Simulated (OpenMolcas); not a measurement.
**Hf²⁺: CASSCF and CASPT2 terms and fine-structure levels**

Aim: the low terms and levels of Hf²⁺, with their order and spacing, then second-order correlation under several settings.

The numbers are computed with OpenMolcas 26.06 (state-averaged CASSCF and CASPT2, spin-orbit coupling by RASSI with atomic mean-field integrals), except any that are marked as measured or tabulated.

## Step 1: What is computed

- Species: Hf²⁺ (hafnium, Z = 72, 70 electrons)
- Basis: ANO-RCC-VQZP [9s8p6d4f3g2h], 140 functions
- Scalar Hamiltonian: DKH2, point nucleus
- Inactive shells: 1s 2s 2p 3s 3p 3d 4s 4p 4d 4f 5s 5p
- Active space: 2 electrons in 5 orbitals (5d)
- Some configurations of this space: 5d2
- Orbitals: optimised for each spin and parity, averaged over all roots

Outer shells as boxes (Hund's rule):

5d2
```
5d [↑ ][↑ ][  ][  ][  ]
```

The work runs as a chain of OpenMolcas steps in one folder; each step below is one input file. Labels, J, g values, rates, χT and fits are worked out afterwards by a script from the matrices that RASSI stores.

## Step 2: GATEWAY and SEWARD: basis and integrals

a.inp reads:

```
&GATEWAY
Coord
1

Hf 0.0 0.0 0.0
Basis=ANO-RCC-VQZP
Group=XYZ
NoMove
AngMom=0.0 0.0 0.0
AMFI
&SEWARD
```

On the command line:

```bash
OMP_NUM_THREADS=1 MOLCAS_MEM=1689 MOLCAS_PROJECT=a pymolcas a.inp > a.log
```

## Step 3: CASSCF: triplets of even parity, 10 roots

a.inp reads:

```
&RASSCF
FileOrb=start.orb
Symmetry=1
Spin=3
nActEl=2 0 0
Inactive=15 19
Ras2=5 0
CIRoot=10 10 1
SDav=10
CIMx=300
Iter=120 100
PrWF=0.3
OrbListing=Nothing
MaxOrb=0
Atom
>>> COPY $Project.JobIph JOB001
```

start.orb holds the contracted functions of the basis, ordered by shell, or the orbitals of the step before.

## Step 4: CASSCF: singlets of even parity, 15 roots

a.inp reads:

```
&RASSCF
FileOrb=start.orb
Symmetry=1
Spin=1
nActEl=2 0 0
Inactive=15 19
Ras2=5 0
CIRoot=15 15 1
SDav=15
CIMx=300
Iter=120 100
PrWF=0.3
OrbListing=Nothing
MaxOrb=0
Atom
>>> COPY $Project.JobIph JOB002
```

## Step 5: State interaction with spin-orbit coupling

a.inp reads:

```
&RASSI
NrOfJobIphs=2 10 15
1 2 3 4 5 6 7 8 9 10
1 2 3 4 5 6 7 8 9 10 11 12 13 14 15
IphNames
JOB001
JOB002
EJob
SpinOrbit
DIPRint=1.0
SOCoupling=1000.0
Subsets=2
MEES
Property=10
'ANGMOM' 1 'ANGMOM' 2 'ANGMOM' 3 'MLTPL  1' 1 'MLTPL  1' 2 'MLTPL  1' 3
'AMFI' 1 'AMFI' 2 'AMFI' 3 'MLTPL  2' 6
SOProperty=3
'ANGMOM' 1 'ANGMOM' 2 'ANGMOM' 3
```

## Step 6: CASPT2: IPEA 0.25, imaginary shift 0.1 (closed shells correlated: 5s 5p)

a.inp reads:

```
>>> COPY JOB001 $Project.JobIph
&CASPT2
Multistate=10 1 2 3 4 5 6 7 8 9 10
Frozen=14 16
IPEA=0.25
Imaginary=0.1
MaxIter=60
WThr=0.0 0.3 0.05
PrWF=0.5
NoMix
>>> COPY JOB002 $Project.JobIph
&CASPT2
Multistate=15 1 2 3 4 5 6 7 8 9 10 11 12 13 14 15
Frozen=14 16
IPEA=0.25
Imaginary=0.1
MaxIter=60
WThr=0.0 0.3 0.05
PrWF=0.5
NoMix
```

## Step 7: CASPT2: IPEA 0, imaginary shift 0.1 (closed shells correlated: 5s 5p)

Edit a.inp of step 6 so:

```diff
@@ -4,3 +4,3 @@
 Frozen=14 16
-IPEA=0.25
+IPEA=0.0
 Imaginary=0.1
@@ -14,3 +14,3 @@
 Frozen=14 16
-IPEA=0.25
+IPEA=0.0
 Imaginary=0.1
```

(Steps that only read results are left out.)

Before running it: what results should come out? Wanted: lowest level; first excited level; lowest level of another term; spin-orbit lowering of the lowest level; strongest of the lines computed, by gA.

As calculated:

| quantity | value |
| --- | --- |
| method | SS-CASPT2, IPEA 0.25, imaginary shift 0.1 (closed shells correlated: 5s 5p) |
| lowest level | 5d2 3F2, 90 % of that term, g = 0.701 |
| ground level listed by NIST | 3F2 |
| first excited level | 5d2 3F3 at 3420 cm-1 |
| lowest level of another term | 5d2 1D2 at 8200 cm-1 |
| spin-orbit lowering of the lowest level | 4270 cm-1 |
| strongest of the lines computed, by gA (one parity, so forbidden lines), at SS-CASPT2 energies | 5d2 1G4 → 5d2 3F3, 884.8 nm, A = 1.29e+00 s⁻¹ |

What each method costs and misses:

| method | time of its own steps | time with the reference | mean absolute difference from method B (cm-1) |
| --- | --- | --- | --- |
| A. CASSCF | 13 s | 13 s | 2100 |
| B. SS-CASPT2, IPEA 0.25, imaginary shift 0.1, +5s 5p | 20 s | 33 s | 0 |
| C. SS-CASPT2, IPEA 0, imaginary shift 0.1, +5s 5p | 20 s | 33 s | 670 |

Times are of one thread on a shared host.

What this shows: The multiplet 3F is regular; its intervals divided by the larger J differ by 40 % of their mean, where Landé's rule for pure LS coupling makes them equal. Second-order correlation (method B) scales the levels of the lowest configuration above 5000 cm⁻¹ by 0.73 to 1.03. Only the configurations of the active space and the roots asked for are present. CASPT2 does not keep the components of a term degenerate, and the means are used. Levels of other configurations are missing from the list.
